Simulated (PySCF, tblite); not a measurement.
# C₈H₁₁GeN: geometry, infrared bands and NMR shifts

Aim: predict the infrared bands and NMR shifts of C₈H₁₁GeN (`C=[CH][Ge@@H]([CH3])[C@H](C#N)C#CC`).

Computed with tblite 0.8.0 and PySCF 2.14.0, with density-fitted response routines of our own, on a single molecule in the gas phase. Atoms count from 0, in the outputs and in this text.

### 1 The molecule as given

21 atoms, charge 0, multiplicity 1; geometry from: force field or distance geometry start.

Bonds of the start (Å): C0–C1 1.31, C1–Ge2 1.95, Ge2–C3 1.96, Ge2–C4 1.92, C4–C5 1.47, C5–N6 1.17, C4–C7 1.46, C7–C8 1.23, C8–C9 1.47, C0–H10 1.09, C0–H11 1.09, C1–H12 1.09, Ge2–H13 1.55, C3–H14 1.11, C3–H15 1.10, C3–H16 1.12, C4–H17 1.12, C9–H18 1.10, C9–H19 1.14, C9–H20 1.10.

### 2 Optimising the geometry with GFN2-xTB

Job settings and geometry (Å):

```
{"job": {"kind": "relax", "xc": "GFN2-xTB", "basis": "xTB"}, "charge": 0, "multiplicity": 1}
C     -3.493000    -1.025300     0.765300
C     -2.741600    -0.005200     0.423600
Ge    -0.979400    -0.244200    -0.368400
C     -0.867300     1.127300    -1.760800
C      0.277800    -0.022900     1.067300
C      0.106600     1.330000     1.621500
N     -0.001100     2.410700     2.067500
C      1.632900    -0.232400     0.551800
C      2.769700    -0.403700     0.128100
C      4.137700    -0.615800    -0.357300
H     -4.473300    -0.844100     1.211600
H     -3.219800    -2.070700     0.618700
H     -3.125800     0.993700     0.636900
H     -0.988300    -1.650500    -1.015100
H     -0.155200     0.787200    -2.538400
H     -0.630600     2.107200    -1.330200
H     -1.862500     1.120600    -2.277200
H      0.020100    -0.802200     1.833100
H      4.348400    -1.677300    -0.538500
H      4.874800    -0.322700     0.458100
H      4.360900     0.057200    -1.198100
```

The run is started by

```console
> OMP_NUM_THREADS=1 python probes_run.py task.json out
```

This one command runs all jobs of the session in turn.

**Question.** This job is followed by: GFN2-xTB harmonic vibrations, gas phase; GIAO PBE0/pcSseg-1 NMR shielding, non-relativistic, gas phase. Predict these results of the whole session: strongest single infrared mode (GFN2-xTB); zero-point energy (GFN2-xTB); ¹³C shifts against TMS (PBE0/pcSseg-1); ¹H shifts against TMS (PBE0/pcSseg-1, means over atoms taken as alike); ⁷³Ge shifts against GeMe4 (PBE0/pcSseg-1); ¹⁵N shifts against NH3 (PBE0/pcSseg-1).

The runs gave:

```
                                                              quantity                                                value
                             strongest single infrared mode (GFN2-xTB)                                1869 cm⁻¹, 413 km/mol
                                          zero-point energy (GFN2-xTB)                                        97.3 kcal/mol
                                ¹³C shifts against TMS (PBE0/pcSseg-1)  143.3, 142.6, 122.7, 87.4, 76.6, 9.3, 4.8, -5.7 ppm
¹H shifts against TMS (PBE0/pcSseg-1, means over atoms taken as alike)         6.76, 6.57, 6.20, 4.66, 2.86, 2.05, 0.75 ppm
                             ⁷³Ge shifts against GeMe4 (PBE0/pcSseg-1)                                              -38 ppm
                                ¹⁵N shifts against NH3 (PBE0/pcSseg-1)                                            296.4 ppm
```

What this shows: Relaxing lowered the energy by 0.556 eV in 112 steps; the close pair that moved most is Ge2–C4, from 1.921 to 2.041 Å. The lowest mode is imaginary (25i cm⁻¹), so the xTB geometry is not a minimum. The strongest single mode, at 1869 cm⁻¹, moves mainly H13. Unscaled tight-binding wavenumbers are off by several per cent, some by more. Its intensities can rank the bands wrongly. The most deshielded carbon is C1 (alkene CH), at 143.3 ppm: an sp2 carbon of a C=C bond. The most deshielded hydrogen is H12 (hydrogen on an alkene CH), at 6.76 ppm: olefinic region. At PBE0/pcSseg-1: Shielding is most anisotropic at N6 (span 480 ppm, paramagnetic term -370 ppm). Spin-orbit coupling is left out, which matters for shieldings and couplings at and beside the heavy atoms.
